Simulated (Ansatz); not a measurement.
**F₃HOTi: up Jacob's ladder to CCSD(T)**

The task here is to estimate one member of a computed series from the others.

Computed with Ansatz 0.2.0, Gaussian basis. Level: functionals in def2-TZVPP, the program's frozen cores in correlated methods.

Plan: LDA (SPW92), PBE-D4, revPBE-D4, BLYP-D4, r2SCAN-D4, B97M-V, PBE0-D4, B3LYP-D4, r2SCANh-D4, r2SCAN0-D4, HSE06-D4, BHLYP-D4, CAM-B3LYP-D4, LC-ωPBE, ωB97X-V, ωB97M-V, B2PLYP, PBE-QIDH; CCSD(T)/def2-SVP; CCSD(T)/def2-TZVPP; MP2/def2-QZVPP; extrapolation to the limit; RPA on PBE.

## The geometry

All runs share one geometry, relaxed beforehand with PBE0-D4 in a triple-zeta def2 set.

SMILES `[OH][Ti]([F])([F])[F]`, 6 atoms, charge 0, spin multiplicity 1.

Atoms are counted from 1 here; the program's logs count them from 0.

Bond lengths: O1–Ti2 1.762 Å, O1–H6 0.957 Å, Ti2–F3 1.749 Å, Ti2–F4 1.750 Å, Ti2–F5 1.750 Å. Angles: Ti2–O1–H6 142.9°, O1–Ti2–F3 109.1°, O1–Ti2–F4 109.8°, O1–Ti2–F5 109.8°, F3–Ti2–F4 110.1°, F3–Ti2–F5 110.1°, F4–Ti2–F5 107.8°.

The first run:

in.yaml reads:

```yaml
crystal:
  periodic: [false, false, false]
  atoms:
    - {symbol: O, position_ang: [-0.850019, 0.554108, 0.859997]}
    - {symbol: Ti, position_ang: [0.347121, -0.222651, -0.172725]}
    - {symbol: F, position_ang: [1.621023, -0.884745, 0.826901]}
    - {symbol: F, position_ang: [-0.409742, -1.495521, -1.105306]}
    - {symbol: F, position_ang: [1.008153, 0.944477, -1.296735]}
    - {symbol: H, position_ang: [-1.674537, 1.040433, 0.841668]}
basis:
  gaussian: {orbitals: def2-TZVPP}
hamiltonian: {xc: lda}
output: {orbitals: {seedname: orbitals}}
```

Steps of the session up to this table: LDA; PBE-D4 (GGA); revPBE-D4 (GGA); BLYP-D4 (GGA); r2SCAN-D4 (meta-GGA); B97M-V (meta-GGA); PBE0-D4 (hybrid); B3LYP-D4 (hybrid); r2SCANh-D4 (hybrid); r2SCAN0-D4 (hybrid); HSE06-D4 (hybrid); BHLYP-D4 (hybrid); CAM-B3LYP-D4 (range-separated); LC-ωPBE-D4 (range-separated; the results give it without D4); ωB97X-V (range-separated); ωB97M-V (range-separated); B2PLYP (double hybrid); PBE-QIDH (double hybrid).

One of the session's tables, all rows but one given; the rest of the session is left out.

It belongs to the step «Orbital energies across the functionals». 

```
  functional  HOMO (eV)  LUMO (eV)  gap (eV)
 LDA (SPW92)      -9.06      -3.80      5.26
      PBE-D4      -8.79      -3.50      5.29
   revPBE-D4      -8.69      -3.40      5.30
     BLYP-D4      -8.72      -3.46      5.26
   r2SCAN-D4      -9.21      -3.46      5.75
      B97M-V      -9.28      -3.47      5.81
     PBE0-D4     -10.59      -2.55      8.04
    B3LYP-D4     -10.33      -2.89      7.43
  r2SCANh-D4      -9.89      -3.09      6.79
  r2SCAN0-D4     -10.90      -2.51      8.39
    HSE06-D4     -10.18      -2.94      7.24
    BHLYP-D4     -12.34      -1.45     10.89
CAM-B3LYP-D4     -12.14      -1.45     10.70
     LC-ωPBE     -13.47      -0.16     13.32
     ωB97X-V          ?          ?         ?
     ωB97M-V     -13.06      -0.20     12.86
```

**Question.** Estimate the row for ωB97X-V.

**Answer.** HOMO (eV): -13.12; LUMO (eV): -0.18; gap (eV): 12.93. In the column «HOMO (eV)» it lies between LC-ωPBE (-13.47) and ωB97M-V (-13.06).
